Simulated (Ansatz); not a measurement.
# Sn3GeTe4: one candidate of a structure search, part 1 of 2

Where does this trial cell of Sn3GeTe4 go when cell and atoms are let free?

Method: DFT PBE, scalar-relativistic, plane waves, PAW, in Ansatz 0.2.0.

## 1. The system as given

Symmetry: R3m, No. 160, trigonal system. Conventional cell: a = 8.938 Å, b = 8.938 Å, c = 11.246 Å, α = 90.00°, β = 90.00°, γ = 120.00°. Sn (site symmetry m) has 6 Te at 3.09 to 3.29 Å in its first shell of neighbours. Around Ge (site symmetry 3m) lie 3 Te at 2.86 Å. Te (site symmetry m) is surrounded by 1 Ge at 2.86 Å and 4 Sn at 3.11 to 3.28 Å. Around Te (site symmetry 3m) lie 6 Sn at 3.09 to 3.29 Å.

Coordinates:

```
CELL_PARAMETERS angstrom
4.46918 2.58028 3.74867
-4.46918 2.58028 3.74867
0.00000 -5.16057 3.74867
ATOMIC_POSITIONS crystal
Sn 0.50418 0.00473 0.00473
Sn 0.00473 0.50418 0.00473
Sn 0.00473 0.00473 0.50418
Ge 0.48203 0.48203 0.48203
Te 0.03487 0.51702 0.51702
Te 0.51702 0.03487 0.51702
Te 0.51702 0.51702 0.03487
Te 0.01940 0.01940 0.01940
```

The start is the relaxed end of an invented cell (made as: elements ordered on the sites of the GeTe type, Ge/Sn on Ge (R3m, No. 160)), taken up again for a closer look.

## 2. The guess as it stands, on a coarse mesh

File input.yaml:

```yaml
crystal:
  lattice:
    - [4.4691808, 2.5802827, 3.7486669]
    - [-4.4691808, 2.5802827, 3.7486669]
    - [0.0, -5.1605655, 3.7486669]
  atoms:
    - { symbol: Sn, position: [0.504176, 0.004732, 0.004732] }
    - { symbol: Sn, position: [0.004732, 0.504176, 0.004732] }
    - { symbol: Sn, position: [0.004732, 0.004732, 0.504176] }
    - { symbol: Ge, position: [0.482033, 0.482033, 0.482033] }
    - { symbol: Te, position: [0.034873, 0.517025, 0.517025] }
    - { symbol: Te, position: [0.517025, 0.034873, 0.517025] }
    - { symbol: Te, position: [0.517025, 0.517025, 0.034873] }
    - { symbol: Te, position: [0.019404, 0.019404, 0.019404] }
basis:
  ecutwfc: 420
kpoints:
  mp_grid: { grid: [3, 3, 3] }
hamiltonian:
  xc: pbe
scf:
  occupations: { method: gaussian, width: 0.1 }
  lower_state_search: "off"
output:
  forces: true
  stress: true
  eigenvalues: true
```

The run is started by

```
> ansatz run input.yaml --threads 4 --pin off --max-ram 8192MiB --backend cpu --events-out ev --progress --plain --runs-dir out
```

The program printed:

```text
Warning: RAYON_NUM_THREADS=4 ignored (pool sized by the plan → 4); use --threads N
Engine: ansatz 0.2.0, x86_64-unknown-linux-gnu
Pseudopotentials: kind: paw
Pseudopotential: Sn, paw, valence charge 14, recommended cutoff 420 eV (normal), Sn.paw.azcp
Pseudopotential: Ge, paw, valence charge 14, recommended cutoff 420 eV (normal), Ge.paw.azcp
Pseudopotential: Te, paw, valence charge 16, recommended cutoff 420 eV (normal), Te.paw.azcp
Functional definition: PBE
  parameter kappa = 0.804
  parameter beta = 0.06672455060314922
  exchange = pbe_x(kappa = kappa, mu = beta*pi^2/3)
  correlation = pbe_c(beta = beta)
Crystal: 8 atoms, lattice volume = 259.372 Å³
Basis set: ecut = 420 eV, 5047 PW (Γ), exchange–correlation on 90×90×90 points (8 copies of the dense FFT grid, shifted against one another)
Bands: 72, of which v1, the nominal top of the filled ones, is band 60 counted from 1 (59 counted from 0)
Symmetry: 6 space group operations
Space group: R3m (ITA 160), of the structure as read, at distance tolerance 6.4e-5 Å
k-points: 6 of 27 (time reversal used)
Non-local potential: Sn, projectors of the file, l = 0: 2, l = 1: 2, l = 2: 2, l = 3: 2
Non-local potential: Ge, projectors of the file, l = 0: 2, l = 1: 2, l = 2: 3, l = 3: 1
Non-local potential: Te, projectors of the file, l = 0: 2, l = 1: 2, l = 2: 2, l = 3: 2
PAW form: soft (Blöchl's): semilocal exchange-correlation on the pseudo side does not see the compensation charge
PAW one-centre angular grid: Sn, 590 points (default); XC on 64 Gauss nodes
PAW one-centre angular grid: Ge, 590 points (default); XC on 64 Gauss nodes
PAW one-centre angular grid: Te, 590 points (default); XC on 64 Gauss nodes
Initial density: superposition of atomic densities (neutral atoms: chi_scale 0, normalization atom), corrected by the library's trained network
Initial wavefunctions: pseudopotential atomic-orbital guess
Functional: x = pbe(κ = 0.804, μ = 0.2195149727645171), c = pbe(β = 0.06672455060314922)
SCF iter   1: F=—  HF=-50289.571241 eV  |F-HF|=—  |Δ(HF+E_count)|=         —  Δρ=1.22e-3  dr2=8.63e-3  ethr=1.77e-3  ⟨swp⟩=6.8  Hψ=1673  notcnv=0
preconditioner: auto → Resta (q_TF=auto, 2.399 Å⁻¹)  ε∞=4.5  [insulator: Δε(μ)=1.229 eV  Ē_g=7.825 eV  σ=0.100 eV  W_gap=1.00  n_scr=62 (ndim 8)  ℏωp=14.6 eV  f_vac=0.017  D(μ)=0.00/eV (n_scr^D=0)  ε∞_Penn≈4.5]
SCF iter   2: F=—  HF=-50289.565916 eV  |F-HF|=—  |Δ(HF+E_count)|=   5.33e-3  Δρ=6.55e-4  dr2=1.83e-3  ethr=7.19e-6  ⟨swp⟩=2.2  Hψ=801  notcnv=0
SCF iter   3: F=—  HF=-50289.565982 eV  |F-HF|=—  |Δ(HF+E_count)|=   6.54e-5  Δρ=2.40e-4  dr2=1.96e-4  ethr=1.53e-6  ⟨swp⟩=2.0  Hψ=608  notcnv=0
automatic band count: iteration 3 solves 70 bands in place of 72: the levels show a gap, and the empty bands left out lie too high to hold charge; the band table lists the bands solved (type scf.n_extra_bands for more)
SCF iter   4: F=—  HF=-50289.565996 eV  |F-HF|=—  |Δ(HF+E_count)|=   1.40e-5  Δρ=1.10e-4  dr2=3.58e-5  ethr=1.63e-7  ⟨swp⟩=3.0  Hψ=616  notcnv=0
SCF iter   5: F=—  HF=-50289.565980 eV  |F-HF|=—  |Δ(HF+E_count)|=   1.54e-5  Δρ=2.58e-5  dr2=2.00e-6  ethr=2.98e-8  ⟨swp⟩=2.0  Hψ=668  notcnv=0
SCF iter   6: F=—  HF=-50289.565981 eV  |F-HF|=—  |Δ(HF+E_count)|=   4.58e-7  Δρ=1.50e-5  dr2=5.05e-7  ethr=1.67e-9  ⟨swp⟩=2.0  Hψ=668  notcnv=0
SCF iter   7: F=-50289.565981 eV  HF=-50289.565981 eV  |F-HF|=1.85e-8  |Δ(HF+E_count)|=   8.62e-8  Δρ=4.93e-6  dr2=6.27e-8  ethr=8.33e-11  ⟨swp⟩=8.5  Hψ=1977  notcnv=0
SCF 1 converged in 7 iterations: F = -50289.565981 eV  dr2 = 6.27e-8
SCF converged after 7 iterations
Free energy (F): -50289.565981 eV
Harris-Foulkes:  -50289.565981 eV  (|F-HF|=1.85e-8)
Internal energy: -50289.565981 eV  (E = F + TS)
E sigma→0 (E₀):  -50289.565981 eV
Fermi energy:    8.810838 eV
--- Per-component energies (eV) ---
  E_band       = -1560.049118
  E_kinetic    = 1383.687875
  E_local      = -10551.939588  (includes V_loc(G=0)·N_el)
  E_nonlocal   = -926.000517
  E_hartree    = 6087.949885
  E_xc         = -1720.476458
  E_vxc        = -767.831179  (∫ρ·V_xc dr)
  E_paw        = -33063.553032  (= ΣΔE_a)
  E_vpaw       = -2873.874382  (= ΣTr[D̂ρ^β])
  E_aug_tail   = -0.000440  (compensation charges beyond the density's cutoff)
  E_ewald      = -11499.233704
  E_smearing   = -0.000000  (= −TS)
  E_closure    = -0.000000  (closes the sum)
  Σ components = -50289.565981   (vs F -50289.565981, Δ=0.00e0)
--- Forces (eV/Å), atoms counted from 1 ---
  atom   1  Sn     0.00164244     0.00094826     0.02282454
  atom   2  Sn    -0.00164244     0.00094826     0.02282454
  atom   3  Sn     0.00000000    -0.00189652     0.02282454
  atom   4  Ge     0.00000000    -0.00000000     0.03291723
  atom   5  Te    -0.03406800    -0.01966917    -0.02130624
  atom   6  Te     0.03406800    -0.01966917    -0.02130624
  atom   7  Te    -0.00000000     0.03933834    -0.02130624
  atom   8  Te    -0.00000000     0.00000000    -0.03747615
  max |Σ_I F_I| component: 4.01e-6 eV/Å
--- Stress (GPa, compression-positive) ---
       -0.012830       0.000000       0.000000
        0.000000      -0.012830      -0.000000
       -0.000000      -0.000000       0.178450
  P = ⅓ Tr σ = 0.0509 GPa (0.509 kbar)
--- Band table (eV; the first three rows and the last of 6) ---
  k-point 0: bands = ["-28.3416", "-28.3407", "-28.3407", "-28.3394", "-28.3394", "-28.3386", "-28.3350", "-28.3345", "-28.3345", "-28.3233", "-28.3233", "-28.3226", "-28.3216", "-28.3213", "-28.3213", "-28.3039", "-28.3039", "-28.3014", "-28.2997", "-28.2997", "-16.5064", "-16.5064", "-16.4958", "-16.4958", "-16.4903", "-13.1745", "-13.1662", "-13.1662", "-13.1582", "-13.1579", "-13.1579", "-13.1554", "-13.1554", "-13.1535", "-13.1505", "-13.1505", "-13.1500", "-13.1457", "-13.1457", "-13.1448", "-3.9167", "-2.4857", "-2.4480", "-2.4480", "1.0251", "2.1672", "2.1672", "3.5735", "3.5735", "3.5926", "3.7392", "5.1225", "5.1225", "5.1900", "5.1900", "5.2358", "5.3596", "6.6781", "6.6781", "6.7262", "10.5245", "10.8474", "10.8474", "11.6133", "11.7440", "11.7440", "13.2173", "13.2174", "13.3222", "13.4343"]
  k-point 1: bands = ["-28.3414", "-28.3408", "-28.3407", "-28.3394", "-28.3393", "-28.3387", "-28.3349", "-28.3346", "-28.3345", "-28.3233", "-28.3231", "-28.3227", "-28.3216", "-28.3214", "-28.3213", "-28.3039", "-28.3038", "-28.3014", "-28.2997", "-28.2997", "-16.5064", "-16.5064", "-16.4958", "-16.4958", "-16.4904", "-13.1711", "-13.1658", "-13.1634", "-13.1609", "-13.1578", "-13.1570", "-13.1558", "-13.1544", "-13.1532", "-13.1511", "-13.1506", "-13.1499", "-13.1481", "-13.1479", "-13.1453", "-3.6405", "-2.9151", "-2.3926", "-2.3924", "0.7955", "1.6060", "1.9704", "2.7836", "3.7953", "3.8125", "4.6117", "4.6272", "5.0306", "5.4810", "5.6702", "6.1673", "6.2239", "6.8234", "6.9024", "7.8417", "9.6313", "10.5816", "10.7486", "10.9414", "11.6759", "11.8428", "12.2549", "12.2827", "12.3347", "12.7622"]
  k-point 2: bands = ["-28.3414", "-28.3408", "-28.3407", "-28.3394", "-28.3393", "-28.3387", "-28.3348", "-28.3346", "-28.3345", "-28.3232", "-28.3230", "-28.3229", "-28.3215", "-28.3214", "-28.3214", "-28.3038", "-28.3038", "-28.3014", "-28.2997", "-28.2997", "-16.5064", "-16.5064", "-16.4958", "-16.4958", "-16.4904", "-13.1684", "-13.1641", "-13.1636", "-13.1611", "-13.1602", "-13.1579", "-13.1555", "-13.1530", "-13.1521", "-13.1511", "-13.1505", "-13.1503", "-13.1486", "-13.1486", "-13.1473", "-3.4094", "-2.7511", "-2.6854", "-2.4831", "0.6016", "1.2642", "1.4301", "2.0044", "4.0567", "4.8439", "4.8499", "5.4301", "5.4359", "5.6761", "5.9363", "6.6298", "7.0367", "7.0416", "7.1515", "8.1968", "9.4249", "9.7357", "10.0398", "10.1595", "10.9304", "10.9499", "11.6772", "11.8173", "11.8315", "12.3304"]
  k-point 5: bands = ["-28.3413", "-28.3408", "-28.3407", "-28.3394", "-28.3393", "-28.3387", "-28.3347", "-28.3345", "-28.3345", "-28.3232", "-28.3230", "-28.3228", "-28.3215", "-28.3214", "-28.3213", "-28.3038", "-28.3038", "-28.3014", "-28.2997", "-28.2997", "-16.5065", "-16.5065", "-16.4958", "-16.4958", "-16.4904", "-13.1661", "-13.1639", "-13.1627", "-13.1625", "-13.1612", "-13.1603", "-13.1538", "-13.1532", "-13.1519", "-13.1514", "-13.1500", "-13.1499", "-13.1487", "-13.1487", "-13.1478", "-3.1570", "-2.7965", "-2.6163", "-2.6114", "0.3551", "0.8893", "0.9051", "1.3049", "5.2489", "5.4773", "5.6444", "6.1052", "6.1461", "6.2573", "6.5864", "6.7257", "7.0164", "7.1044", "7.2666", "7.9336", "9.4822", "9.7391", "9.8247", "10.0405", "10.1453", "10.1988", "10.3738", "10.3967", "10.5507", "11.2399"]
```

It took 2.1 s on 4 threads of AMD EPYC 9R45 (Zen 5), shared host; peak memory 0.76 GiB.

Read-out: pressure 0.1 GPa, largest force 0.04 eV/Å, gap on this mesh 1.23 eV. The coarse relaxation is skipped.

(Continued in part 2 of 2.)
